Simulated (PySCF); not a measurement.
# C2H8Si2: the cost of one run

The runs use PySCF 2.14.0, with density-fitted response routines of our own; the level of theory stands in each step. All values are computed, except where a source is named. Atoms are numbered from 0 throughout.

## (1) The starting structure

12 atoms, charge 0, multiplicity 1; geometry from: PBE0-D3(BJ)/def2-SVP.

Bonds of the start (Å): C0–Si1 1.91, Si1–C2 1.91, C2–Si3 1.91, Si3–C0 1.91, C0–H4 1.10, C0–H5 1.10, Si1–H6 1.50, Si1–H7 1.50, C2–H8 1.10, C2–H9 1.10, Si3–H10 1.50, Si3–H11 1.50.

## (2) Nuclear shieldings: PBE0/pcSseg-2

What the job is given:

```
{"job": {"kind": "nmr", "xc": "PBE0", "basis": "pcSseg-2", "pop": false}, "charge": 0, "multiplicity": 1}
C      0.112772     0.420348     1.229093
Si     1.267571    -0.165387    -0.169827
C     -0.194232    -0.406146    -1.369394
Si    -1.351737     0.155438     0.037562
H      0.263473     1.464714     1.543009
H      0.107343    -0.210012     2.130962
H      2.256118     0.866222    -0.614005
H      2.000563    -1.431162     0.144793
H     -0.184765     0.251531    -2.251880
H     -0.346297    -1.439979    -1.714891
H     -2.117077     1.404270    -0.267742
H     -2.311864    -0.900683     0.486232
```

With the program's defaults for keys left out, this is: GIAO PBE0/pcSseg-2 NMR shielding, non-relativistic, gas phase.

Started as:

```
$ OMP_NUM_THREADS=1 python probes_run.py task.json out
```

One launch serves the whole session: the jobs run in the order shown.

Q: Estimate the wall time and peak memory of this first job on 1 thread of Arm Neoverse V1, shared host.

About 30 s, with a peak of 1 GiB.
